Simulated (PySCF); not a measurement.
# CH5AlO2: the cost of one run

Programs: PySCF 2.14.0. All values are calculated, for the isolated system unless a continuum is named. Atoms count from 0, parts from 1.

## Step 1: Starting point

Each species was relaxed by itself at PBE0-D3(BJ)/def2-SVPD.

## Step 2: Reaction energy: wB97M-D3(BJ)/def2-TZVPD

Job settings and geometry (Å):

```
{"job": {"kind": "react", "xc": "wB97M-D3(BJ)", "basis": "def2-TZVPD"}, "charge": 0, "multiplicity": 1}
-1 CH5AlO2 charge 0 multiplicity 1
C     -0.163150    -0.890740    -1.218890
Al     0.033280     0.251500     0.328260
O      0.022740     1.955850     0.123250
O      0.227140    -0.480760     1.868580
H     -0.880540    -1.702780    -1.024710
H     -0.504360    -0.330250    -2.101130
H      0.793600    -1.371150    -1.478040
H      0.121860     2.619170     0.804490
H      0.339320    -0.043010     2.710880

-1 BrH charge 0 multiplicity 1
Br     0.715090     0.006080     0.007180
H     -0.708560    -0.002810    -0.007460

+1 AlBrH2O2 charge 0 multiplicity 1
O     -1.236580    -0.819860    -0.746530
Al     0.025310    -0.028940     0.067890
O      0.579460     1.436150    -0.584940
Br     0.932030    -0.888810     1.940870
H     -1.627830    -1.647790    -0.468490
H      1.280400     1.970670    -0.212820

+1 CH4 charge 0 multiplicity 1
C      0.002070     0.001610     0.000160
H     -0.419000    -0.421020     0.920740
H     -0.185710     1.082110    -0.025410
H     -0.470230    -0.472290    -0.869170
H      1.083220    -0.182340    -0.025520
```

With the program's defaults for keys left out, this is: wB97M-D3(BJ)/def2-TZVPD reaction energy of separated species, gas phase.

Started as:

```bash
> OMP_NUM_THREADS=1 python cluster_run.py task.json out
```

This one command runs all jobs of the session in turn.

Q: Estimate the wall time and peak memory of this first job on 1 thread of Arm Neoverse N1, shared host.

About 51 s, with a peak of 0.73 GiB.
